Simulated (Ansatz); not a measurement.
The system is HfIn4SiO6.

```xyz
12
Lattice="3.2302 -5.5777 -0.0247 3.2302 5.5777 -0.0247 -1.4907 0.0000 6.3203" Properties=species:S:1:pos:R:3 pbc="T T T"
Hf    0.6440    0.0000    0.0526
In    4.1040   -1.7301    0.0202
In    4.1040    1.7301    0.0202
In    1.7482   -1.8121    3.0400
In    1.7482    1.8121    3.0400
Si    4.8557    0.0000    2.7718
O     4.0293   -1.3765    2.3731
O     4.0293    1.3765    2.3731
O    -0.2525    0.0000    1.8631
O     5.2892    0.0000    4.3477
O     1.7422   -1.5806    0.4557
O     1.7422    1.5806    0.4557
```

The cell was built by a generator and needn't be a form met in nature.

| Property | Result |
| --- | --- |
| Program | Ansatz 0.2.0 |
| Task | relaxation of cell and atoms |
| Functional | PBEsol |
| Dispersion | D3(BJ) |
| Potentials or basis | Ansatz PAW |
| Cutoff | 420 eV (not typed: the program's choice for these potentials) |
| k mesh | 4 × 4 × 3 |
| Occupations | fermi-dirac, width 0.05 eV |
| Spin | no spin polarisation |

At the start: volume 18.94 Å³/atom.

Problem. How do energy, volume and symmetry change on relaxing?

Solution. It ends after 17 steps and the volume is 16.63 Å³/atom (-12.2 %); space group Cm (No. 8, to 0.05 Å).

Step by step:
| step | energy change (eV) | largest force (eV/Å) | volume (Å³) |
| --- | --- | --- | --- |
| 1 | 0.0000 | 0.2024 | 227.34 |
| 2 | -0.2799 | 0.8498 | 202.36 |
| 3 | -0.3707 | 0.4075 | 206.95 |
| 4 | -0.3955 | 0.2964 | 205.40 |
| 5 | -0.4531 | 0.5991 | 201.87 |
| 6 | -0.4658 | 0.3637 | 199.40 |
| 7 | -0.4823 | 0.1952 | 200.69 |
| 8 | -0.4849 | 0.0343 | 200.45 |
| 9 | -0.4850 | 0.0110 | 200.57 |
| 10 | -0.4850 | 0.0148 | 200.59 |
| 11 | -0.4850 | 0.0061 | 200.59 |
| 12 | -0.4565 | 0.0059 | 200.59 |
| 13 | -0.4598 | 0.0334 | 199.66 |
| 14 | -0.4602 | 0.0228 | 199.60 |
| 15 | -0.4602 | 0.0116 | 199.58 |
| 16 | -0.4603 | 0.0064 | 199.57 |
| 17 | -0.4579 | 0.0065 | 199.57 |

Final structure:
```xyz
12
Lattice="2.9171 -5.3921 -0.0813 2.9171 5.3921 -0.0813 -1.4564 0.0000 6.3846" Properties=species:S:1:pos:R:3 pbc="T T T"
Hf    0.4626    0.0000    0.0094
In    3.7012   -1.6763   -0.0885
In    3.7012    1.6763   -0.0885
In    1.4882   -1.8226    3.1734
In    1.4882    1.8226    3.1734
Si    4.3912    0.0000    2.6813
O     3.5848   -1.3658    2.2410
O     3.5848    1.3658    2.2410
O    -0.0065    0.0000    2.0436
O     4.6961    0.0000    4.2676
O     1.5243   -1.6225    0.3479
O     1.5243    1.6225    0.3479
```

Caveat: the plane-wave basis is chosen anew once the cell has moved, so the energies of steps on either side of that aren't comparable; the pressure holds a Pulay correction of +0.4 GPa for the finite cutoff; the PAW data sets come from PBE, with cores solved anew for the run's functional, which leaves a small shift of forces and pressure.
